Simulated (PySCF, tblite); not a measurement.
# C5H10F3NSi: geometry, infrared bands and NMR shifts

Aim: predict the infrared bands and NMR shifts of C5H10F3NSi (`C=CN([SiH3])[C@H](C)C(F)(F)F`).

The runs use tblite 0.8.0 and PySCF 2.14.0, with density-fitted response routines of our own; the level of theory stands in each step. All values are computed, except where a source is named. Atoms are numbered from 0 throughout.

## Step 1: The starting structure

20 atoms, charge 0, multiplicity 1; geometry from: force field or distance geometry start.

Bonds of the start (Å): C0–C1 1.34, C1–N2 1.39, N2–Si3 1.72, N2–C4 1.53, C4–C5 1.53, C4–C6 1.56, C6–F7 1.35, C6–F8 1.35, C6–F9 1.36, C0–H10 1.07, C0–H11 1.09, C1–H12 1.10, Si3–H13 1.48, Si3–H14 1.48, Si3–H15 1.47, C4–H16 1.10, C5–H17 1.10, C5–H18 1.10, C5–H19 1.09.

## Step 2: Relaxing the molecule with GFN2-xTB

Job settings and geometry (Å):

```
{"job": {"kind": "relax", "xc": "GFN2-xTB", "basis": "xTB"}, "charge": 0, "multiplicity": 1}
C      2.545300     0.937300    -0.311600
C      1.916900    -0.215600    -0.070200
N      0.570300    -0.533200     0.014200
Si    -0.037600    -2.072100     0.493200
C     -0.491300     0.522100    -0.284700
C     -0.878000     1.271500     0.989700
C     -1.762400     0.112600    -1.081800
F     -2.453200     1.216000    -1.454100
F     -1.457300    -0.573800    -2.206300
F     -2.611500    -0.651900    -0.340800
H      3.618600     0.985000    -0.323800
H      2.005700     1.863000    -0.496500
H      2.561200    -1.081100     0.139900
H     -0.969300    -1.853600     1.621600
H      1.105200    -2.909700     0.929800
H     -0.734100    -2.675500    -0.645800
H     -0.021000     1.264900    -0.952500
H     -1.421800     0.622500     1.687900
H      0.014600     1.648200     1.519200
H     -1.505500     2.134200     0.769500
```

The run is started by

```bash
$ OMP_NUM_THREADS=1 python probes_run.py task.json out
```

This one command runs all jobs of the session in turn.

**Question.** This job is followed by: GFN2-xTB harmonic vibrations, gas phase; GIAO PBE0/pcSseg-1 NMR shielding, non-relativistic, gas phase. What will the session give for the following? strongest single infrared mode (GFN2-xTB); zero-point energy (GFN2-xTB); 13C shifts against TMS (PBE0/pcSseg-1); 1H shifts against TMS (PBE0/pcSseg-1, means over atoms taken as alike); 15N shifts against NH3 (PBE0/pcSseg-1); 29Si shifts against TMS (PBE0/pcSseg-1); 19F shifts against CFCl3 (PBE0/pcSseg-1, means over atoms taken as alike).

As calculated:

| quantity | value |
| --- | --- |
| strongest single infrared mode (GFN2-xTB) | 834 cm⁻¹, 362 km/mol |
| zero-point energy (GFN2-xTB) | 88.8 kcal/mol |
| 13C shifts against TMS (PBE0/pcSseg-1) | 148.1, 135.1, 84.8, 55.4, 12.4 ppm |
| 1H shifts against TMS (PBE0/pcSseg-1, means over atoms taken as alike) | 6.35, 4.72, 4.06, 3.91, 3.86, 1.40 ppm |
| 15N shifts against NH3 (PBE0/pcSseg-1) | 78.6 ppm |
| 29Si shifts against TMS (PBE0/pcSseg-1) | -46.6 ppm |
| 19F shifts against CFCl3 (PBE0/pcSseg-1, means over atoms taken as alike) | -87.0 ppm |

**Reading.** The optimisation took 54 steps and gained 0.332 eV; among the close pairs (by a distance rule), N2–C4 changed most, from 1.526 to 1.441 Å. No mode is imaginary among the 54: a minimum at this level. The strongest single mode, at 834 cm⁻¹, is spread over several atoms, H14, H15, H13 among them. Unscaled tight-binding wavenumbers are off by several per cent, some by more. Its intensities can rank the bands wrongly. The most deshielded carbon is C1 (alkene carbon bearing nitrogen), at 148.1 ppm: an sp2 carbon further deshielded by the attached heteroatom. H12 (hydrogen on an alkene carbon bearing nitrogen) lies farthest downfield among hydrogen, at 6.35 ppm; olefinic region. At PBE0/pcSseg-1: The largest span, 197 ppm, is at C1, where the paramagnetic term is -211 ppm.
